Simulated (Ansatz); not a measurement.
BaRhO3, space group Pm-3m: an equation of state with a fit, run with Ansatz 0.2.0, Python API.

Script `barho3.py`:
```python
"""Energy against volume for BaRhO3, with a fit."""

import ansatz as az
from ase.eos import EquationOfState
from ase.units import GPa
import numpy as np

VECTORS = np.array([
    [4.094455, 0.0, 0.0],
    [0.0, 4.094455, 0.0],
    [0.0, 0.0, 4.094455],
])
SITES = [
    ("Ba", (0.0, 0.0, 0.0)),
    ("Rh", (0.5, 0.5, 0.5)),
    ("O", (0.5, 0.0, 0.5)),
    ("O", (0.0, 0.5, 0.5)),
    ("O", (0.5, 0.5, 0.0)),
]


def build(cell):
    crystal = az.Crystal(lattice=az.Lattice.of(cell))
    for symbol, position in SITES:
        crystal = crystal.atom(symbol, position)
    return crystal

# scale the volume, keep shape and fractions
volumes, energies, pressures = [], [], []
for scale in np.linspace(0.88, 1.12, 7):
    cell = VECTORS * scale ** (1 / 3)
    job = (
        build(cell).calculation()
        .functional(az.Functional.PBESOL)
        .pseudopotentials("paw")
        .occupations("Fermi-Dirac", width=0.1)
        .basis(500)
        .kpoints(6, 6, 6)
        .stress()
    )
    summary = job.run(threads=1).report
    volumes.append(abs(np.linalg.det(cell)) / len(SITES))
    energies.append(summary["free_energy_ev"] / len(SITES))
    pressures.append(np.trace(summary["stress_gpa"]) / 3)
    print(f"V = {volumes[-1]:8.4f} A^3/atom  F = {energies[-1]:.5f} eV/atom  P = {pressures[-1]:8.3f} GPa")

eos = EquationOfState(volumes, energies, eos="birchmurnaghan")
v0, e0, bulk = eos.fit()
print(f"V0 = {v0:.4f} A^3/atom, E0 = {e0:.5f} eV/atom, B = {bulk / GPa:.1f} GPa")
eos.plot("eos.png")
```

From its runs, with one value withheld:

| V (Å³/atom) | F less the lowest row shown (meV/atom) |
| --- | --- |
| 12.081 | ? |
| 12.630 | 0.00 |
| 13.179 | 9.21 |
| 13.728 | 37.91 |
| 14.277 | 81.79 |
| 14.827 | 137.41 |
| 15.376 | 202.05 |

What is the missing energy at 12.081 Å³ an atom?

A third-order Birch-Murnaghan fit, E = E0 + (9 V0 B0 / 16) [(t - 1)³ B' + (t - 1)² (6 - 4t)] with t = (V0/V)^(2/3), through the 6 rows shown gives V0 = 12.681 Å³, B0 = 164.4 GPa, B' = 4.82 and E0 = -0.10 meV. At V = 12.081 Å³, t = 1.03287, and the fit extrapolates to 15.93 meV. The run gave 15.85 meV, a miss of 0.07 meV.

Notes:
- The cell holds an odd number of electrons and is run without spin, so a magnetic state may lie lower.
- The mesh is modest for a metal, so energies can be off by several to tens of meV an atom and pressures by half a GPa or more; differences at equal mesh fare better.
- Pressure is positive in compression.
- At these settings the cell as given stands under about -11 GPa, so it isn't at this functional's equilibrium volume.
- This cell is a computed structure, which may not be the phase found in nature.
- Run time: 13 s on 1 thread of Intel(R) Xeon(R) Processor @ 2.30GHz, with other jobs on the host, peak memory 0.58 GiB.
